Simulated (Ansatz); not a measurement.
**CH5Ga + HCl: a complex and its separated parts**

Aim: how far the complex at one end of a reaction step lies below its separated, relaxed parts, level by level.

Program: Ansatz 0.2.0, Gaussian basis. Level of theory: PBE0-D4/def2-TZVP structures, single points in def2-TZVPP, no counterpoise correction. These are calculated values, not measurements.

Levels: SPW92, PBE-D4, BLYP-D4, r2SCAN-D4, B97M-V, PBE0-D4, B3LYP-D4, r2SCAN0-D4, BHLYP-D4, CAM-B3LYP-D4, wB97X-V, wB97M-V, B2PLYP, PBE-QIDH, RPA on PBE, Hartree-Fock, MP2, CCSD, CCSD(T).

Correlated methods freeze the cores. Filled d shells of the heavier atoms are correlated. B3LYP uses VWN-RPA correlation. B2PLYP carries no dispersion term here.

## Step 1: Starting geometry

The complex: 9 atoms, charge 0, spin multiplicity 1.

Atoms are counted from 1 here; the program's logs count them from 0.

Bond lengths: Ga1–H3 1.574 Å, Ga1–H4 1.574 Å, Ga1–C6 1.979 Å, Cl2–H5 1.283 Å, C6–H7 1.093 Å, C6–H8 1.094 Å, C6–H9 1.093 Å. Angles: H3–Ga1–H4 119.5°, H3–Ga1–C6 119.8°, H4–Ga1–C6 119.8°, Ga1–C6–H7 112.0°, Ga1–C6–H8 109.3°, Ga1–C6–H9 112.0°, H7–C6–H8 107.0°, H7–C6–H9 109.4°, H8–C6–H9 107.0°.

Coordinates:

```
Ga   -0.8218    0.1166   -0.7685
Cl   -1.1618   -1.6203    1.4046
H    -0.9755   -1.0164   -1.8498
H    -2.0654    1.0071   -0.3985
H     0.0222   -1.3639    1.8257
C     0.9803    0.6314   -0.1341
H     1.6646   -0.2200   -0.1090
H     1.4094    1.3659   -0.8228
H     0.9479    1.0997    0.8524
```

Its parts: CH5Ga holds atoms 1, 3, 4, 6, 7, 8, 9; HCl holds atoms 2, 5. Each part counts its atoms afresh in its own runs.

## Step 2: Relaxing CH5Ga alone

relax-a/in.yaml

```yaml
crystal:
  periodic: [false, false, false]
  atoms:
    - {symbol: Ga, position_ang: [-0.821754, 0.116592, -0.768466]}
    - {symbol: H, position_ang: [-0.975532, -1.016430, -1.849825]}
    - {symbol: H, position_ang: [-2.065395, 1.007065, -0.398503]}
    - {symbol: C, position_ang: [0.980296, 0.631413, -0.134086]}
    - {symbol: H, position_ang: [1.664615, -0.219970, -0.109025]}
    - {symbol: H, position_ang: [1.409367, 1.365869, -0.822766]}
    - {symbol: H, position_ang: [0.947936, 1.099674, 0.852447]}
basis:
  gaussian: {orbitals: def2-TZVP}
hamiltonian: {xc: pbe0, dispersion: d4}
relax: {f_tol: 0.005, max_steps: 200}
```

The command line of these runs was not kept.

After this run come: Relaxing HCl alone; wB97M-V/def2-TZVPP; CCSD(T)/def2-TZVPP; Vibrations of CH5Ga; Vibrations of HCl.

Before running it: what results should come out? Wanted: complex less parts, CCSD(T)/def2-TZVPP; with zero-point energy; largest T1 diagnostic.

As calculated:

| quantity | value |
| --- | --- |
| complex less parts, CCSD(T)/def2-TZVPP | -0.216 eV |
| with zero-point energy | -0.153 eV |
| largest T1 diagnostic | 0.012 |

In words: At CCSD(T) the complex lies 0.216 eV below its parts. Among the functionals BHLYP-D4 lands nearest to CCSD(T) (0.000 eV) and SPW92 farthest (-0.176 eV). Mean unsigned error by rung: LDA 0.176, GGA 0.020, meta-GGA 0.026, hybrid 0.013, range-separated hybrid 0.008, double hybrid 0.038 eV. PBE-D4 gives a relative energy 0.031 eV too low, inside chemical accuracy (1 kcal/mol, 0.043 eV). No counterpoise was applied, and triple zeta lacks some correlation, so the CCSD(T) reference has a basis error of its own, and close matches with it are partly luck.
